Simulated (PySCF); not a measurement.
# C₆H₆ClFO: magnetic properties

Computed with PySCF 2.14.0 and routines of our own; the level stands in each step. Atoms count from 0.

### Step 1. The starting structure

15 atoms, charge 0, multiplicity 1; geometry from: GFN2-xTB.

### Step 2. Magnetic properties: GIAO CAM-B3LYP/pcSseg-1

What the job is given:

```
{"job": {"kind": "mag", "xc": "CAM-B3LYP", "basis": "pcSseg-1", "isotopologues": 0}, "charge": 0, "multiplicity": 1}
C      2.453984    -1.434961    -0.153461
C      1.698486    -0.502975    -0.202216
C      0.763004     0.557167    -0.200954
C      0.995600     1.655097    -0.925206
Cl    -0.076532     2.988524    -1.012179
C     -0.482067     0.344544     0.618657
F     -0.154282    -0.193254     1.853921
C     -1.444579    -0.634566    -0.071695
O     -2.671719    -0.721386     0.593954
H      3.129359    -2.237116    -0.123968
H      1.889835     1.766235    -1.518512
H     -0.986962     1.294912     0.826358
H     -1.661299    -0.276138    -1.079955
H     -0.950607    -1.614974    -0.135104
H     -2.506637    -0.983117     1.508446
```

With the program's defaults for keys left out, this is: GIAO CAM-B3LYP/pcSseg-1 magnetisability, rotational g tensor and spin-rotation constants, non-relativistic, gas phase.

On the command line:

```
$ OMP_NUM_THREADS=1 python excited_run.py task.json out
```

One launch serves the whole session: the jobs run in the order shown.

**Question.** How long does this first job take on 1 thread of Intel Xeon 6975P-C, shared host, and how much memory does it need?

About 43 s, with a peak of 1.1 GiB.
